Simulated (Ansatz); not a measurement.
**C₂H₄BNS: up Jacob's ladder to CCSD(T)**

How much do the methods differ for C₂H₄BNS? The plan is to run it at one geometry with functionals of several rungs and with coupled cluster. The yardstick is the atomisation energy at the CCSD(T) limit.

Computed with Ansatz 0.2.0, Gaussian basis. Level: functionals in def2-TZVPP, the program's frozen cores in correlated methods.

Levels to be run: LDA (SPW92), PBE-D4, revPBE-D4, BLYP-D4, r2SCAN-D4, B97M-V, PBE0-D4, B3LYP-D4, r2SCANh-D4, r2SCAN0-D4, HSE06-D4, BHLYP-D4, CAM-B3LYP-D4, LC-ωPBE, ωB97X-V, ωB97M-V, B2PLYP, PBE-QIDH; CCSD(T)/def2-SVP; CCSD(T)/def2-TZVPP; MP2/def2-QZVPP; extrapolation to the limit; RPA on PBE.

## 1. Structure used throughout

An earlier PBE0-D4 in a triple-zeta def2 set relaxation fixed the geometry.

SMILES `C=C1SB1N`, 9 atoms, charge 0, spin multiplicity 1.

Atoms are counted from 1 here; the program's logs count them from 0.

Bond lengths: C1–C2 1.322 Å, C1–H6 1.084 Å, C1–H7 1.085 Å, C2–S3 1.803 Å, C2–B4 1.490 Å, S3–B4 1.794 Å, B4–N5 1.379 Å, N5–H8 1.005 Å, N5–H9 1.005 Å. Angles: C2–C1–H6 122.7°, C2–C1–H7 119.6°, H6–C1–H7 117.6°, C1–C2–S3 135.7°, C1–C2–B4 159.1°, S3–C2–B4 65.2°, C2–S3–B4 48.9°, C2–B4–S3 65.9°, C2–B4–N5 150.7°, S3–B4–N5 143.5°, B4–N5–H8 123.0°, B4–N5–H9 122.5°, H8–N5–H9 114.6°.

## 2. LDA

This LDA is Slater exchange with PW92 correlation.

in.yaml

```yaml
crystal:
  periodic: [false, false, false]
  atoms:
    - {symbol: C, position_ang: [0.859612, 0.952388, -1.495366]}
    - {symbol: C, position_ang: [0.578052, 0.082252, -0.540309]}
    - {symbol: S, position_ang: [1.334314, -1.426379, 0.095762]}
    - {symbol: B, position_ang: [-0.153757, -0.555605, 0.590357]}
    - {symbol: N, position_ang: [-1.209538, -0.581023, 1.476716]}
    - {symbol: H, position_ang: [1.730986, 0.860970, -2.133358]}
    - {symbol: H, position_ang: [0.201659, 1.798787, -1.660722]}
    - {symbol: H, position_ang: [-1.325124, -1.299569, 2.169546]}
    - {symbol: H, position_ang: [-1.927705, 0.121777, 1.480277]}
basis:
  gaussian: {orbitals: def2-TZVPP}
hamiltonian: {xc: lda}
output: {orbitals: {seedname: orbitals}}
```

Run with:

```console
$ ansatz run in.yaml --threads 2 --pin off --events-out ev --progress --plain --max-ram 4352MiB
```

Further steps of the session: PBE-D4 (GGA); revPBE-D4 (GGA); BLYP-D4 (GGA); r2SCAN-D4 (meta-GGA); B97M-V (meta-GGA); B3LYP-D4 (hybrid); r2SCANh-D4 (hybrid); r2SCAN0-D4 (hybrid); HSE06-D4 (hybrid); BHLYP-D4 (hybrid); CAM-B3LYP-D4 (range-separated); LC-ωPBE (range-separated); ωB97X-V (range-separated); ωB97M-V (range-separated); B2PLYP (double hybrid); PBE-QIDH (double hybrid); CCSD(T) in def2-SVP; CCSD(T) in def2-TZVPP; MP2 in def2-QZVPP; RPA on PBE orbitals.

Q: Predict the results of all the runs planned. Wanted: atomisation energy, CCSD(T)/CBS; farthest beyond LDA; mean size of error, GGA; mean size of error, meta-GGA; mean size of error, hybrid; mean size of error, range-separated; mean size of error, double hybrid; gap, smallest and largest; T1 diagnostic.

The runs gave:

```
                               quantity                                      value
        atomisation energy, CCSD(T)/CBS                              3678.2 kJ/mol
 functionals within 18.4 kJ/mol (0.5 %)                         r2SCAN0-D4, B2PLYP
                    farthest beyond LDA                     PBE-D4 (+178.2 kJ/mol)
                mean size of error, GGA                               101.7 kJ/mol
           mean size of error, meta-GGA                                62.7 kJ/mol
             mean size of error, hybrid                                58.5 kJ/mol
    mean size of error, range-separated                                32.8 kJ/mol
      mean size of error, double hybrid                                12.7 kJ/mol
              gap, smallest and largest  3.62 eV (LDA (SPW92)), 10.27 eV (LC-ωPBE)
                          T1 diagnostic                                     0.0143
triples share of the correlation energy                                      4.9 %
```

In words: LDA overbinds by 640.6 kJ/mol (17 %). PBE-D4 is off by +178.2 kJ/mol. Double hybrids carry the basis error of their MP2 part in triple zeta, and no dispersion term here, so their miss is partly the set-up's. Taken by rung, double hybrid functionals do best (12.7 kJ/mol on average) and GGA ones worst beyond LDA (101.7 kJ/mol). The reference freezes the cores and leaves out relativity and excitations past (T), so misses under about 18.4 kJ/mol can't be ranked. Hartree-Fock recovers 71 % of the binding; the rest is correlation. CCSD(T) in def2-SVP is off by -190.2 kJ/mol, worse than the median functional, from the basis alone. The gap grows from 3.6 to 10.3 eV across the functionals, mostly with the share of exact exchange. The restricted reference is unstable towards a spin-broken one.
